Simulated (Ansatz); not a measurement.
# BrSi (charge +1): an active-space calculation

Computed with the Python package of Ansatz (0.2.0).

The script reads `brsi.xyz`:
```text
2

Si    0.00000    0.00000    0.00000
Br    0.00000    0.00000    2.33000
```

Notebook, run cell by cell (the value of a cell's last expression is shown):

```python
import warnings

import ansatz as az
```

```python
BASIS_SET = "def2-SVP"
CHARGE = 1
```

```python
warnings.simplefilter("ignore", az.DeckWarning)
```

```python
brsi = az.Crystal.molecule_from_extxyz("brsi.xyz")
```

```python
model = (
    brsi.calculation()
    .basis(gaussian=BASIS_SET)
    .charge(CHARGE)  # electrons removed from the neutral system
    .correlation(active_electrons=4, active_orbitals=4)
)
for method in [None]:
    rep = (model if method is None else model.correlation(method)).run().report
    space = rep["configurations"]
    state = space["states"][0]
    print(method or "casscf", f"total {rep['free_energy_ev'] / 27.211386246:.6f} Ha, active-space state {state['energy']['hartree']:.6f} Ha, mean field {rep['reference_energy_ev'] / 27.211386246:.6f} Ha")
    print("  determinants", state["n_determinants"], " natural occupations", [round(n, 3) for n in space["natural_occupations"]])
```

    casscf total -2860.682107 Ha, active-space state -2860.682107 Ha, mean field -2860.651609 Ha
      determinants 36  natural occupations [1.98, 1.968, 0.029, 0.023]

Notes:
- Total energies depend on the basis set; only differences at equal settings carry meaning.
- The geometry is a force-field or estimated start, not a minimum of this method, and the basis set is short of its limit. The active space starts as a window about the frontier orbitals and is then optimised, not chosen by chemistry.
- The spin state was assumed, and another may lie lower.
- Run time: 1.7 s on 1 thread of Intel(R) Xeon(R) 6975P-C (Granite Rapids), with other jobs on the host, peak memory 0.17 GiB.
